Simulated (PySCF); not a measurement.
# C4H6O2Si: reorganisation energies

Computed with PySCF 2.14.0 and routines of our own; the level stands in each step. Atoms count from 0.

## (1) The system as given

13 atoms, charge 0, multiplicity 1; geometry from: GFN2-xTB.

## (2) Relaxing the molecule at B3LYP/6-31+G*

What the job is given:

```
{"job": {"xc": "B3LYP", "basis": "6-31+G*", "grid": 1, "kind": "geom"}, "charge": 0, "multiplicity": 1}
C      3.113741     0.022045     0.640950
C      2.057582    -0.161545     0.096778
Si     0.442111    -0.430964    -0.762031
C     -0.919022    -0.981878     0.472994
O     -1.991057    -0.109833     0.115979
C     -1.490856     1.124055    -0.274021
O     -0.337167     0.986164    -1.045565
H      4.036291     0.183565     1.120830
H      0.527679    -1.180162    -2.006186
H     -0.636992    -0.824199     1.522353
H     -1.297100    -1.995732     0.366175
H     -2.263643     1.619870    -0.869767
H     -1.245956     1.749100     0.603783
```

Started as:

```bash
$ OMP_NUM_THREADS=1 python excited_run.py task.json out
```

One launch serves the whole session: the jobs run in the order shown.

**Question.** How long does this first job take on 1 thread of Arm Neoverse N1, shared host, and how much memory does it need?

About 72 s, with a peak of 0.66 GiB.
